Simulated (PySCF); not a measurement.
**[Yb(H2CO)]2+: a change of charge**

How does [Yb(H2CO)]2+ respond at fixed geometry? The runs cover a change of charge. The structure is generated, not taken from experiment.

The runs use PySCF 2.14.0; PBE0, Yb def2-SVP with ECP28, O def2-SVP, C def2-SVP, H def2-SVP; scalar-relativistic core potentials, no spin–orbit coupling.

1 further run of the same task is left out (for a known fault of the program).

## Step 1: The system as given

5 atoms, charge 2, spin multiplicity 1.

Bond lengths: Yb1–O2 2.190 Å, O2–C3 1.232 Å, C3–H4 1.108 Å, C3–H5 1.108 Å. Angles: Yb1–O2–C3 180.0°, O2–C3–H4 120.4°, O2–C3–H5 120.4°, H4–C3–H5 119.2°.

Coordinates:

```
Yb    0.0000    0.0000   -0.1710
O     0.0000    0.0000    2.0189
C     0.0000    0.0000    3.2508
H     0.9555    0.0000    3.8109
H    -0.9555    0.0000    3.8109
```

Formal oxidation states: Yb +2. An earlier session relaxed this geometry at PBE0, Yb def2-SVP with ECP28, O def2-SVP, C def2-SVP, H def2-SVP (singlet, point group C2v).

Its energy there is -1272.887515 Eh.

## Step 2: One electron removed, multiplicity 2

run.py (the lines that set the calculation) reads:

```python
mol = gto.M(atom='''
Yb     0.00000     0.00000    -0.17100
O      0.00000     0.00000     2.01891
C      0.00000     0.00000     3.25078
H      0.95553     0.00000     3.81090
H     -0.95553     0.00000     3.81090''',
    basis={'Yb': 'def2-SVP', 'O': 'def2-SVP', 'C': 'def2-SVP', 'H': 'def2-SVP'},
    ecp={'Yb': 'def2-SVP'},
    charge=3, spin=1)
mf = dft.UKS(mol, xc='PBE0')
mf.grids.atom_grid = (50, 194)  # f atoms: unpruned, at least (60, 302)
mf = mf.density_fit()  # fitting sets: Yb def2-universal-JKFIT, O def2-universal-JKFIT, C def2-universal-JKFIT, H def2-universal-JKFIT
mf.conv_tol = 1e-08; mf.max_cycle = 55
mf.kernel(dm0)  # dm0: the density of the relaxed state
```

On the command line:

```sh
$ OMP_NUM_THREADS=2 python run.py
```

The log of the run:

```text
init E= -1272.89701322449
  HOMO = -0.644584019195  LUMO = -0.643378032354  gap/eV = 0.03282
cycle= 1 E= -1271.81187129942  delta_E= 1.09  |g|= 1.53  |ddm|= 0.796
  HOMO = -0.915283430642  LUMO = -0.90433716018  gap/eV = 0.29786
cycle= 2 E= -1269.78944804271  delta_E= 2.02  |g|= 4.64  |ddm|= 1.76
  HOMO = -0.974889701998  LUMO = -0.936041850093  gap/eV = 1.05710
cycle= 3 E= -1271.96285977245  delta_E= -2.17  |g|= 1.12  |ddm|=  1.1
  HOMO = -0.932389516195  LUMO = -0.883523491695  gap/eV = 1.32971
cycle= 4 E= -1272.1215697474  delta_E= -0.159  |g|= 0.0659  |ddm|= 0.426
  HOMO = -0.939540865321  LUMO = -0.870474464289  gap/eV = 1.87939
cycle= 5 E= -1272.12127222497  delta_E= 0.000298  |g|= 0.0829  |ddm|= 0.0616
  HOMO = -0.937941342893  LUMO = -0.866032438949  gap/eV = 1.95674
cycle= 6 E= -1272.12230007154  delta_E= -0.00103  |g|= 0.0656  |ddm|= 0.0349
  HOMO = -0.937619670918  LUMO = -0.86606800609  gap/eV = 1.94702
cycle= 7 E= -1272.122846825  delta_E= -0.000547  |g|= 0.0252  |ddm|= 0.0187
  HOMO = -0.935987459645  LUMO = -0.86424331415  gap/eV = 1.95226
cycle= 8 E= -1272.12293281455  delta_E= -8.6e-05  |g|= 0.017  |ddm|= 0.0191
  HOMO = -0.935413193437  LUMO = -0.864053729362  gap/eV = 1.94179
cycle= 9 E= -1272.12299214812  delta_E= -5.93e-05  |g|= 0.00188  |ddm|= 0.0107
  HOMO = -0.935261332411  LUMO = -0.864002533433  gap/eV = 1.93905
cycle= 10 E= -1272.12300839596  delta_E= -1.62e-05  |g|= 0.00191  |ddm|= 0.00787
  HOMO = -0.935108774748  LUMO = -0.863941024548  gap/eV = 1.93657
cycle= 11 E= -1272.12303440178  delta_E= -2.6e-05  |g|= 0.00335  |ddm|= 0.0142
  HOMO = -0.934532625788  LUMO = -0.863558565226  gap/eV = 1.93130
cycle= 12 E= -1272.12309393743  delta_E= -5.95e-05  |g|= 0.00565  |ddm|= 0.0424
  HOMO = -0.934626117895  LUMO = -0.863655500915  gap/eV = 1.93121
cycle= 13 E= -1272.12310814309  delta_E= -1.42e-05  |g|= 0.000925  |ddm|= 0.00887
  HOMO = -0.933690891513  LUMO = -0.863095882474  gap/eV = 1.92099
cycle= 14 E= -1272.12311202715  delta_E= -3.88e-06  |g|= 0.0112  |ddm|= 0.0467
  HOMO = -0.93445840897  LUMO = -0.863758289731  gap/eV = 1.92385
cycle= 15 E= -1272.12312907632  delta_E= -1.7e-05  |g|= 0.00524  |ddm|= 0.0129
  HOMO = -0.93435744899  LUMO = -0.863773761693  gap/eV = 1.92068
cycle= 16 E= -1272.12313089203  delta_E= -1.82e-06  |g|= 0.00462  |ddm|= 0.00773
  HOMO = -0.934165576586  LUMO = -0.863638639805  gap/eV = 1.91914
cycle= 17 E= -1272.12313430476  delta_E= -3.41e-06  |g|= 0.000922  |ddm|= 0.00389
  HOMO = -0.934183635818  LUMO = -0.863648132143  gap/eV = 1.91937
cycle= 18 E= -1272.12313428696  delta_E= 1.78e-08  |g|= 0.00101  |ddm|= 0.000407
  HOMO = -0.934134869383  LUMO = -0.863610151902  gap/eV = 1.91908
cycle= 19 E= -1272.12313445181  delta_E= -1.65e-07  |g|= 0.000122  |ddm|= 0.000957
  HOMO = -0.934132408902  LUMO = -0.863608543992  gap/eV = 1.91905
cycle= 20 E= -1272.12313445383  delta_E= -2.03e-09  |g|= 5.78e-05  |ddm|= 5.18e-05
  HOMO = -0.934115045869  LUMO = -0.86360019727  gap/eV = 1.91881
Extra cycle  E= -1272.12313442117  delta_E= 3.27e-08  |g|= 0.000518  |ddm|= 0.00025
converged SCF energy = -1272.12313442117  <S^2> = 0.75740481  2S+1 = 2.0073912
```

Run time: 6.9 s. Hardware: 2 threads of Arm Neoverse V2, shared host.

Read off: E = -1272.123134 Eh (+20.800 eV from the relaxed state), HOMO -25.42 eV, LUMO -23.50 eV (over both spins), ⟨S²⟩ = 0.757, Mulliken charge on Yb1 +2.18 e. 

## Step 3: One electron added, multiplicity 2

run.py (the lines that set the calculation), as its differences from that of step 2:

```diff
@@ -8,3 +8,3 @@
     ecp={'Yb': 'def2-SVP'},
-    charge=3, spin=1)
+    charge=1, spin=1)
 mf = dft.UKS(mol, xc='PBE0')
```

On the command line:

```sh
$ OMP_NUM_THREADS=2 python run.py
```

The log of the run:

```text
init E= -1272.89635839217
  HOMO = -0.435488049198  LUMO = -0.43342212564  gap/eV = 0.05622
cycle= 1 E= -1273.25050762095  delta_E= -0.354  |g|= 0.114  |ddm|= 1.82
  HOMO = -0.289642229075  LUMO = -0.269080027878  gap/eV = 0.55953
cycle= 2 E= -1273.2494403871  delta_E= 0.00107  |g|= 0.291  |ddm|= 0.718
  HOMO = -0.297766106232  LUMO = -0.267047307402  gap/eV = 0.83590
cycle= 3 E= -1273.26168520633  delta_E= -0.0122  |g|= 0.0416  |ddm|= 0.123
  HOMO = -0.308368552726  LUMO = -0.265529388659  gap/eV = 1.16571
cycle= 4 E= -1273.26206267562  delta_E= -0.000377  |g|= 0.0257  |ddm|= 0.0553
  HOMO = -0.309944807331  LUMO = -0.266612332465  gap/eV = 1.17914
cycle= 5 E= -1273.26227894425  delta_E= -0.000216  |g|= 0.0152  |ddm|= 0.0233
  HOMO = -0.310551182047  LUMO = -0.268042876736  gap/eV = 1.15671
cycle= 6 E= -1273.26233188247  delta_E= -5.29e-05  |g|= 0.00276  |ddm|= 0.0109
  HOMO = -0.310556709268  LUMO = -0.267782411189  gap/eV = 1.16395
cycle= 7 E= -1273.26233595372  delta_E= -4.07e-06  |g|= 0.00107  |ddm|= 0.00499
  HOMO = -0.31050737486  LUMO = -0.267929920249  gap/eV = 1.15859
cycle= 8 E= -1273.26233697388  delta_E= -1.02e-06  |g|= 0.000262  |ddm|= 0.00277
  HOMO = -0.310512317334  LUMO = -0.268019108155  gap/eV = 1.15630
cycle= 9 E= -1273.26233714271  delta_E= -1.69e-07  |g|= 0.000154  |ddm|= 0.00135
  HOMO = -0.310520686024  LUMO = -0.267990247908  gap/eV = 1.15731
cycle= 10 E= -1273.26233718425  delta_E= -4.15e-08  |g|= 4.97e-05  |ddm|= 0.000692
  HOMO = -0.310523715785  LUMO = -0.267994465548  gap/eV = 1.15728
cycle= 11 E= -1273.26233718881  delta_E= -4.56e-09  |g|= 1.4e-05  |ddm|= 0.000172
  HOMO = -0.310523828339  LUMO = -0.267991124292  gap/eV = 1.15737
Extra cycle  E= -1273.2623371893  delta_E= -4.89e-10  |g|= 1.34e-05  |ddm|= 4.73e-05
converged SCF energy = -1273.2623371893  <S^2> = 0.75042217  2S+1 = 2.0004221
```

Run time: 4.4 s. Hardware: 2 threads of Arm Neoverse V2, shared host.

Read off: E = -1273.262337 Eh (-10.199 eV from the relaxed state), HOMO -8.45 eV, LUMO -7.31 eV (over both spins), ⟨S²⟩ = 0.750, Mulliken charge on Yb1 +0.81 e. 

## Step 4: Results

| state | energy from the relaxed state (eV) | ⟨S²⟩ | time |
| --- | --- | --- | --- |
| charge +2, singlet, vacuum (relaxed) | 0 | 0.00 |  |
| charge +1, doublet, vacuum | -10.20 | 0.75 | 4.4 s |
| charge +3, doublet, vacuum | 20.80 | 0.76 | 6.9 s |

An electron taken off or put on is at rest in vacuum. 

Removing an electron vertically costs 20.80 eV (doublet), against −HOMO = 18.00 eV. Adding an electron vertically releases 10.20 eV (doublet). The bases are small and lack diffuse functions. Spin–orbit coupling is left out.
